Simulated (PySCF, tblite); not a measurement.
**C5H13NSi2: geometry, infrared bands and NMR shifts**

Wanted: the infrared bands and NMR shifts of C5H13NSi2 (`C=CN1[C@@H](C)C[Si@@H]1[SiH3]`), by calculation.

Computed with tblite 0.8.0 and PySCF 2.14.0, with density-fitted response routines of our own, on a single molecule in the gas phase. Atoms are numbered from 0 throughout.

**1. The starting structure**

21 atoms, charge 0, multiplicity 1; geometry from: force field or distance geometry start.

Bonds of the start (Å): C0–C1 1.34, C1–N2 1.43, N2–C3 1.46, C3–C4 1.51, C3–C5 1.51, C5–Si6 1.86, Si6–Si7 2.22, Si6–N2 1.79, C0–H8 1.10, C0–H9 1.10, C1–H10 1.11, C3–H11 1.13, C4–H12 1.11, C4–H13 1.11, C4–H14 1.11, C5–H15 1.11, C5–H16 1.08, Si6–H17 1.43, Si7–H18 1.46, Si7–H19 1.49, Si7–H20 1.46.

**2. Relaxing the molecule with GFN2-xTB**

Job settings and geometry (Å):

```
{"job": {"kind": "relax", "xc": "GFN2-xTB", "basis": "xTB"}, "charge": 0, "multiplicity": 1}
C     -1.131900     2.500000     1.228700
C     -1.390000     1.202400     1.007100
N     -0.441400     0.433900     0.256900
C     -0.389100    -0.951400    -0.212700
C     -1.733700    -1.646100    -0.175300
C      0.067000    -0.464800    -1.571600
Si     1.122900     0.698300    -0.570200
Si     2.870900    -0.389400     0.252300
H     -0.223200     2.949000     0.812400
H     -1.847900     3.097100     1.814700
H     -2.297300     0.731600     1.427400
H      0.379200    -1.555300     0.347200
H     -1.646100    -2.729500     0.054600
H     -2.234900    -1.507100    -1.159800
H     -2.386600    -1.218100     0.620600
H      0.701900    -1.252800    -2.024000
H     -0.684900    -0.008100    -2.200800
H      1.315200     2.033800    -1.058600
H      4.057900     0.102100    -0.451100
H      2.795400    -1.839300    -0.081700
H      3.087700    -0.169500     1.683300
```

Run with:

```sh
> OMP_NUM_THREADS=1 python probes_run.py task.json out
```

The driver reads the jobs from task.json and runs them one after another.

**Question.** This job is followed by: GFN2-xTB harmonic vibrations, gas phase; GIAO PBE0/pcSseg-1 NMR shielding, non-relativistic, gas phase. Predict these results of the whole session: strongest single infrared mode (GFN2-xTB); zero-point energy (GFN2-xTB); ¹³C shifts against TMS (PBE0/pcSseg-1); ¹H shifts against TMS (PBE0/pcSseg-1, means over atoms taken as alike); ¹⁵N shifts against NH3 (PBE0/pcSseg-1); ²⁹Si shifts against TMS (PBE0/pcSseg-1); surface potential, 1st and 99th percentile.

The runs gave:

```
                                                              quantity                                                     value
                             strongest single infrared mode (GFN2-xTB)                                     2236 cm⁻¹, 354 km/mol
                                          zero-point energy (GFN2-xTB)                                            101.5 kcal/mol
                                ¹³C shifts against TMS (PBE0/pcSseg-1)                         144.6, 86.8, 61.3, 27.1, 17.7 ppm
¹H shifts against TMS (PBE0/pcSseg-1, means over atoms taken as alike)  6.16, 6.14, 4.03, 3.95, 3.69, 3.50, 1.80, 1.26, 1.11 ppm
                                ¹⁵N shifts against NH3 (PBE0/pcSseg-1)                                                  90.9 ppm
                               ²⁹Si shifts against TMS (PBE0/pcSseg-1)                                         -18.3, -129.7 ppm
                                 surface potential, 1st and 99th percentile                                        -1.01 V and 1.27 V
```

In words: Over 128 steps the energy fell by 1.646 eV; of the close pairs, Si6–Si7 changed most, 2.217 to 2.306 Å. The lowest mode is slightly imaginary (19i cm⁻¹), a soft motion within the noise of the Hessian, so the minimum is not strictly shown. The strongest single mode, at 2236 cm⁻¹, moves mainly H18. Unscaled tight-binding wavenumbers are off by several per cent, some by more. Its intensities can rank the bands wrongly. C1 (alkene carbon bearing nitrogen) lies farthest downfield among carbon, at 144.6 ppm; an sp2 carbon further deshielded by the attached heteroatom. At PBE0/pcSseg-1: The largest span, 203 ppm, is at C1, where the paramagnetic term is -210 ppm. By nearest atom (PBE0/pcSseg-1), the HOMO sits on N2 33 %; C0 31 % and the LUMO on Si6 29 %; Si7 12 %.
